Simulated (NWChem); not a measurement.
**BH3S2 (SMILES SBS): B3LYP/3-21G**

What is the electronic atomisation energy of BH3S2 at B3LYP/3-21G? 

The results are computed with NWChem 7.3.0.

### Step 1. The structure to begin with

BH3S2: 6 atoms, total charge 0, spin state singlet. As SMILES, `SBS`. The coordinates come from a PBE0-D4/def2-TZVP relaxation. This is one conformer, not always the lowest.

Bond lengths: S1–B2 1.783 Å, B2–S3 1.787 Å, S1–H4 1.346 Å, B2–H5 1.190 Å, S3–H6 1.342 Å. Angles: S1–B2–S3 122.5°, S1–B2–H5 116.2°, S3–B2–H5 121.4°, B2–S1–H4 98.9°, B2–S3–H6 97.3°.

### Step 2. A single-point energy at B3LYP/3-21G (run 1)

File bh3s2.nw:

```
START bh3s2
TITLE "BH3S2"
memory stack 880 mb heap 220 mb global 1100 mb
charge 0
GEOMETRY units angstroms noautosym nocenter noautoz
S    -0.819900   -0.605200   -1.516500
B     0.091400   -0.453600    0.008900
S     0.333100    1.114800    0.829800
H    -1.145600    0.688100   -1.694600
H     0.535500   -1.462200    0.457500
H     1.047600    0.654100    1.868800
END
BASIS spherical bse
* library 3-21G
END
DFT
xc b3lyp
grid fine
convergence energy 1e-08
iterations 100
mulliken
noprint "final vectors analysis"
END
TASK dft energy
```

Started as:

```
nwchem bh3s2.nw > bh3s2.out
```

The log of the run:

```text
[...]
          Wavefunction type:  closed shell.
          No. of atoms     :     6
          No. of electrons :    40
[...]
          Charge           :     0
          Spin multiplicity:     1
[...]
          AO basis - number of functions:    41
[...]
              XC Information
              --------------
                         B3LYP Method XC Potential
                     Hartree-Fock (Exact) Exchange  0.200
                        Slater Exchange Functional  0.800 local
                    Becke 1988 Exchange Functional  0.720 non-local
              Lee-Yang-Parr Correlation Functional  0.810
                  VWN I RPA Correlation Functional  0.190 local
[...]
 d= 0,ls=0.0,diis     1   -818.9473880354 -9.39D+02  2.77D-02  4.10D-01     0.4
[...]
 d= 0,ls=0.0,diis     8   -819.0062513770 -7.91D-09  1.83D-06  2.35D-09     2.3
         Total DFT energy =     -819.006251376953
      One electron energy =    -1368.140781867230
           Coulomb energy =      485.855258280936
    Exchange-Corr. energy =      -56.489451733299
 Nuclear repulsion energy =      119.768723942641
[...]
      Total Density - Mulliken Population Analysis
     ---------------------------------------------
    Atom       Charge   Shell Charges
 -----------   ------   -------------------------------------------------------
    1 S   16    16.02   2.00  1.96  5.88  1.06  2.55  0.90  1.68
    2 B    5     5.23   1.99  0.43  1.34  0.67  0.80
    3 S   16    16.04   2.00  1.96  5.88  1.06  2.56  0.89  1.70
    4 H    1     0.91   0.45  0.46
    5 H    1     0.90   0.46  0.44
    6 H    1     0.89   0.45  0.44
[...]
```

It took 3.3 s on 1 thread of AMD EPYC 7R13 (Zen 3), shared host; peak memory 0.11 GiB.

### Step 3. The B atom, same level (run 2)

File run.nw:

```
start run
title "B energy"
memory total 2200 mb

geometry units angstrom noautosym nocenter noautoz
 B        0.000000       0.000000       0.000000
end

basis spherical bse
 * library 3-21G
end

dft
 xc b3lyp
 mult 2
 grid fine
 convergence energy 1e-08
 iterations 100
 mulliken
 print low
end

task dft energy
```

Run the same way, it converges to -24.51863 Eh (log not shown).

### Step 4. The H atom, same level (run 3)

File m1.nw:

```
start m1
title "H"
memory total 2200 mb

geometry noautosym nocenter noautoz
 H        0.000000       0.000000       0.000000
end

basis spherical bse
 * library 3-21G
end

dft
 xc b3lyp
 mult 2
 grid fine
 convergence energy 1e-08
 maxiter 100
 mulliken
 noprint "final vectors analysis"
end

task dft energy
```

Started as:

```
nwchem m1.nw > m1.out
```

The log of the run:

```text
[...]
          Wavefunction type:  spin polarized.
          No. of atoms     :     1
          No. of electrons :     1
[...]
          Charge           :     0
          Spin multiplicity:     2
[...]
          AO basis - number of functions:     2
[...]
              XC Information
              --------------
                         B3LYP Method XC Potential
                     Hartree-Fock (Exact) Exchange  0.200
                        Slater Exchange Functional  0.800 local
                    Becke 1988 Exchange Functional  0.720 non-local
              Lee-Yang-Parr Correlation Functional  0.810
                  VWN I RPA Correlation Functional  0.190 local
[...]
 d= 0,ls=0.0,diis     1     -0.4973031044 -4.97D-01  2.56D-03  1.84D-05     0.1
[...]
  Singularity in Pulay matrix. Error and Fock matrices removed.
 d= 0,ls=0.0,diis     4     -0.4973114327 -3.28D-15  3.09D-11  2.47D-21     0.1
[...]
         Total DFT energy =       -0.497311432654
      One electron energy =       -0.496190562654
           Coulomb energy =        0.320997362808
    Exchange-Corr. energy =       -0.322118232808
 Nuclear repulsion energy =        0.000000000000
[...]
      Total Density - Mulliken Population Analysis
     ---------------------------------------------
    Atom       Charge   Shell Charges
 -----------   ------   -------------------------------------------------------
    1 H    1     1.00   0.32  0.68
     --------------------------------------------
      Spin Density - Mulliken Population Analysis
     --------------------------------------------
    Atom       Charge   Shell Charges
 -----------   ------   -------------------------------------------------------
    1 H    1     1.00   0.32  0.68
[...]
      <S2> =      0.7500 (Exact =     0.7500)
[...]
```

Wall time 1 s (1 thread of AMD EPYC 7R13 (Zen 3), shared host); peak memory 0.1 GiB.

### Step 5. The S atom, same level (run 4)

File test.nw:

```
start test
title "S"
memory 2200 mb

geometry units angstroms noautosym nocenter noautoz
  S      0.000000     0.000000     0.000000
end

basis spherical bse
  S library 3-21G
end

dft
  xc b3lyp
  mult 3
  grid fine
  convergence energy 1e-08
  maxiter 100
  mulliken
  print low
end

task dft energy
```

Run the same way, it converges to -396.16225 Eh (log not shown).

### Step 6. All runs side by side

```tsv
run	level	partner	energy (Eh)	wall time
1	B3LYP/3-21G	base	-819.006251	3.3 s
2	UB3LYP/3-21G	atoms	-24.518629	0.99 s
3	UB3LYP/3-21G	atoms	-0.497311	1 s
4	UB3LYP/3-21G	atoms	-396.162246	1.2 s
```

### Step 7. What came out

Level: B3LYP/3-21G.

| quantity | value |
| --- | --- |
| S atom: total energy | -396.16225 Eh |
| S atom: ⟨S²⟩ | 2.001 |
| electronic atomisation energy | 18.264 eV |

In words: Taking the molecule apart into free atoms costs 18.26 eV (1762 kJ/mol), before zero-point energy and without spin-orbit coupling. The basis has no polarisation functions, which makes bonds too weak. All runs together took 6.5 s, the longest 3.3 s.
